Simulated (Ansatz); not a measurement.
# Hf: the cost of one run

Method: DFT PBEsol, scalar-relativistic, plane waves, PAW, in Ansatz 0.2.0.

## (1) Starting point

The structure is cubic, space group Pm-3n (No. 223). The conventional cell has a = 5.652 Å, b = 5.652 Å, c = 5.652 Å, α = 90.00°, β = 90.00°, γ = 90.00°. Hf (site symmetry m-3) has 12 Hf at 3.16 Å as nearest neighbours. Around Hf (site symmetry -4m2) lie 6 Hf at 2.83 to 3.16 Å.

Structure file:

```xyz
8
Lattice="5.6516 0.0000 0.0000 0.0000 5.6516 0.0000 0.0000 0.0000 5.6516" Properties=species:S:1:pos:R:3 pbc="T T T"
Hf    2.8258    2.8258    2.8258
Hf    0.0000    0.0000    0.0000
Hf    1.4129    0.0000    2.8258
Hf    2.8258    1.4129    0.0000
Hf    2.8258    4.2387    0.0000
Hf    4.2387    0.0000    2.8258
Hf    0.0000    2.8258    4.2387
Hf    0.0000    2.8258    1.4129
```

This is candidate A: beta-tungsten (A15) type (Pm-3n, No. 223).

(A quick probe on a coarse mesh, which set the mesh and smearing, is not shown.)

## (3) A loose first relaxation (candidate A)

The input, input.yaml:

```yaml
crystal:
  lattice:
    - [5.6515752618, 0.0, 0.0]
    - [0.0, 5.6515752618, 0.0]
    - [0.0, 0.0, 5.6515752618]
  atoms:
    - { symbol: Hf, position: [0.5, 0.5, 0.5] }
    - { symbol: Hf, position: [0.0, 0.0, 0.0] }
    - { symbol: Hf, position: [0.25, 0.0, 0.5] }
    - { symbol: Hf, position: [0.5, 0.25, 0.0] }
    - { symbol: Hf, position: [0.5, 0.75, 0.0] }
    - { symbol: Hf, position: [0.75, 0.0, 0.5] }
    - { symbol: Hf, position: [0.0, 0.5, 0.75] }
    - { symbol: Hf, position: [0.0, 0.5, 0.25] }
basis:
  ecutwfc: 420
kpoints:
  mp_grid: { grid: [4, 4, 4] }
hamiltonian:
  xc: pbesol
scf:
  occupations: { method: gaussian, width: 0.1 }
  lower_state_search: "off"
output:
  forces: true
  stress: true
  eigenvalues: true
relax:
  adjacent_minimum: "off"
  f_tol: 0.04
  max_steps: 70
  cell: { stress_tol: 0.4 }
```

Q: Estimate wall time and peak memory on 1 thread of an x86-64 CPU, shared host.

About 53 s, with a peak of 0.57 GiB.
